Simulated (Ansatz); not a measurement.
# Si (P6_3/mmc): band structure from a Python script

Does Si (P6_3/mmc) have a gap, and where are its band edges? Wanted for Si (P6_3/mmc): a band structure.

Computed with Ansatz 0.2.0 through its Python package. Level of theory: DFT LDA, plane waves, PAW.

### Step 1. The structure

It takes space group P6_3/mmc (No. 194, hexagonal). The conventional cell has a = 3.795 Å, b = 3.795 Å, c = 12.710 Å, α = 90.00°, β = 90.00°, γ = 120.00°. Si (site symmetry 3m) is surrounded by 4 Si at 2.33 to 2.38 Å.

No structure file is read: the coordinates are typed or built in the script.

### Step 2. The script

bands_si.py

```python
import warnings

import ansatz as az
import matplotlib.pyplot as plt
import numpy as np
from pymatgen.core import Structure

params = {
    "xc": "lda",
    "ecut": 550,
    "occupations": "gaussian",
    "smearing_width": 0.15,
    "kspacing": 0.32,
    "extra_bands": 10,
}

lattice = az.Lattice.of(
    (3.7948, 0.0, 0.0),
    (-1.8974, 3.28639, 0.0),
    (0.0, 0.0, 12.7099),
)
sites = [
    ("Si", (0.0, 0.0, 0.4062)),
    ("Si", (0.0, 0.0, 0.9062)),
    ("Si", (0.0, 0.0, 0.0938)),
    ("Si", (0.0, 0.0, 0.5938)),
    ("Si", (1 / 3, 2 / 3, 0.3437)),
    ("Si", (2 / 3, 1 / 3, 0.8437)),
    ("Si", (1 / 3, 2 / 3, 0.1563)),
    ("Si", (2 / 3, 1 / 3, 0.6563)),
]
si = az.Crystal(lattice=lattice)
for symbol, position in sites:
    si = si.atom(symbol, position)

path = [
    ("G", (0.0, 0.0, 0.0)),
    ("M", (0.5, 0.0, 0.0)),
    ("K", (0.33333, 0.33333, 0.0)),
    ("G", (0.0, 0.0, 0.0)),
    ("A", (0.0, 0.0, 0.5)),
    ("L", (0.5, 0.0, 0.5)),
    ("H", (0.33333, 0.33333, 0.5)),
    ("A", (0.0, 0.0, 0.5)),
]
setup = (
    si.calculation()
    .functional(params["xc"])
    .basis(params["ecut"])
    .occupations(params["occupations"], width=params["smearing_width"])
    .kpoints(spacing=params["kspacing"])
    .band_structure([point for _, point in path], intervals=6)
    .scf(extra_bands=params["extra_bands"])
    .stress()
)
with warnings.catch_warnings(record=True) as caught:
    warnings.simplefilter("always")
    res = setup.run(threads=1, backend="cpu")
print("warnings raised:", sorted(w.category.__name__ for w in caught) or "none")
report = res.report

print("%-22s %14.5f eV" % ("F = E - TS", report["free_energy_ev"]))
print("%-22s %14.5f eV" % ("E", report["internal_energy_ev"]))
print("%-22s %14.5f eV" % ("Harris-Foulkes", report["harris_foulkes_ev"]))
print("%-22s %14.5f eV" % ("Fermi level", report["fermi_energy_ev"]))

principal = np.linalg.eigvalsh(np.array(report["stress_gpa"]))
mises = np.sqrt(0.5 * sum((principal[i] - principal[i - 1]) ** 2 for i in range(3)))
print("principal stresses (GPa, compression positive):", np.round(principal, 3))
print(f"mean {principal.mean():.3f} GPa, von Mises {mises:.3f} GPa, PV = {principal.mean() * report['setup']['cell_volume_ang3'] / 160.21766:.4f} eV")

final = Structure(res.lattice.cell_ang, [s.symbol for s in res.lattice.sites], [s.position_frac for s in res.lattice.sites])
for index, (site, neighbours) in enumerate(zip(final, final.get_all_neighbors(5.5))):
    first = min(n.nn_distance for n in neighbours)
    shell = [n for n in neighbours if n.nn_distance < 1.15 * first]
    mean = sum(n.nn_distance for n in shell) / len(shell)
    print(f"atom {index} {site.specie.symbol}: {len(shell)} neighbours within 1.15 of the shortest distance, mean {mean:.3f} A")

bands = res.band_structure()
fermi = bands.fermi_energy_ev
print(f"zero of the bands: {fermi:.3f} eV, the Fermi level found on the SCF mesh")
reciprocal = 2 * np.pi * np.linalg.inv(res.lattice.cell_ang).T
steps = np.linalg.norm(np.diff(bands.kpoints_frac @ reciprocal, axis=0), axis=1)
distance = np.concatenate([[0], np.cumsum(steps)])
fig, ax = plt.subplots(figsize=(5, 4))
for channel, colour in zip(bands.channels, ("C0", "C3")):
    ax.plot(distance, channel.eigenvalues_ev - fermi, colour, lw=1)
ax.set_xticks(distance[::6], [label for label, _ in path])
ax.set(ylim=(-6, 6), ylabel="E - E_F (eV)", xlim=(0, distance[-1]))
ax.grid(axis="x")
fig.savefig("bands.png", dpi=100)
first = bands.channels[0].eigenvalues_ev - fermi
near = np.argsort(np.abs(first.mean(axis=0)))[:4]
for band in sorted(near):
    print(f"band {band + 1}: {first[:, band].min():.3f} to {first[:, band].max():.3f} eV")
```

### Step 3. The input behind the calls

The package turns the script's settings into the engine's input:

```yaml
crystal:
  lattice:
    - [3.7948, 0.0, 0.0]
    - [-1.8974, 3.28639, 0.0]
    - [0.0, 0.0, 12.7099]
  atoms:
    - { symbol: Si, position: [0.0, 0.0, 0.4062] }
    - { symbol: Si, position: [0.0, 0.0, 0.9062] }
    - { symbol: Si, position: [0.0, 0.0, 0.0938] }
    - { symbol: Si, position: [0.0, 0.0, 0.5938] }
    - { symbol: Si, position: [0.3333333333333333, 0.6666666666666666, 0.3437] }
    - { symbol: Si, position: [0.6666666666666666, 0.3333333333333333, 0.8437] }
    - { symbol: Si, position: [0.3333333333333333, 0.6666666666666666, 0.1563] }
    - { symbol: Si, position: [0.6666666666666666, 0.3333333333333333, 0.6563] }
basis:
  ecutwfc: 550.0
kpoints:
  mp_grid:
    kspacing: 0.32
  band_path:
    path:
      - [0.0, 0.0, 0.0]
      - [0.5, 0.0, 0.0]
      - [0.33333, 0.33333, 0.0]
      - [0.0, 0.0, 0.0]
      - [0.0, 0.0, 0.5]
      - [0.5, 0.0, 0.5]
      - [0.33333, 0.33333, 0.5]
      - [0.0, 0.0, 0.5]
    npoints: 6
hamiltonian:
  xc: lda
scf:
  n_extra_bands: 10
  occupations:
    method: gaussian
    width: 0.15
output:
  stress: true
```

### Step 4. Running it

The run is started by

```
> python bands_si.py
```

**Question.** What results will this script give? Wanted: free energy; pressure; gap on the path; valence top / conduction bottom.

The runs gave:

| quantity | value |
| --- | --- |
| free energy | -4869.0805 eV (-608.6351 eV/atom) |
| pressure | -0.55 GPa |
| gap on the path | 0.49 eV, indirect |
| valence top / conduction bottom | at Γ / between Γ and M |

What this shows: Along this path the gap is 0.49 eV and indirect, from the valence top at Γ to the conduction bottom between Γ and M. Semilocal functionals usually give gaps below the measured ones. The pressure of -0.6 GPa means that the cell would shrink if relaxed at this level. Caveats:
- The computed bands are complete only to about 3.4 eV above the Fermi level.
- Only differences from the Fermi energy are physical; the zero of the scale is a convention.
- An opening on this mesh may only mean that it misses a point where bands touch.
- This isn't the structure that Si takes at ambient conditions.
- Levels are Kohn-Sham eigenvalues on this mesh.
